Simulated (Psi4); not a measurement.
# Cu2 (SMILES [Cu][Cu]): TDA-BHLYP/def2-SVP (save jk yes, sweep point 5)

Aim: the excited states of Cu2. 

The calculation is run with Psi4 1.11.

1 further run of the same task is left out (set aside as unsound or not needed).

## 1. The structure to begin with

Cu2 has 2 atoms, charge 0, and is taken as a singlet. SMILES: `[Cu][Cu]`. The bond length is the measured one.

Bond lengths: Cu1–Cu2 2.220 Å.

## 2. The vertical excitations at TDA-BHLYP/def2-SVP (save jk yes, sweep point 5)

Contents of input.in:

```
memory 1600 MB

molecule geom {
  Cu     0.00000000     0.00000000     0.00000000
  Cu     0.00000000     0.00000000     4.19462508
  units au
  symmetry c1
}

set globals {
  basis def2-SVP
  reference rks
  puream true
  scf_type pk
  dft_radial_points 99
  dft_spherical_points 590
  save_jk true
}

from psi4.driver.procrouting.response.scf_response import tdscf_excitations
e_tot, wfn = energy("bhhlyp", return_wfn=True)
states = tdscf_excitations(wfn, states=8, tda=True)
```

Started as:

```
$ psi4 input.in input.out -n 1
```

Q: Predict the results. Wanted: ground-state or mean-field energy; dipole moment; HOMO energy; LUMO energy; HOMO–LUMO gap; lowest excitation energy.

Computed results:

At TDA-BHLYP/def2-SVP (save jk yes, sweep point 5):

```
                                quantity           value
       ground-state or mean-field energy  -3280.43631 Eh
 dipole moment (BHLYP Kohn–Sham density)          0.00 D
  HOMO energy (BHLYP Kohn–Sham orbitals)        -5.84 eV
  LUMO energy (BHLYP Kohn–Sham orbitals)        -1.17 eV
HOMO–LUMO gap (BHLYP Kohn–Sham orbitals)         4.67 eV
                lowest excitation energy         3.19 eV
```

In words: The brightest of the 8 transitions from the ground state lies at 3.19 eV (388 nm, f = 0.491).
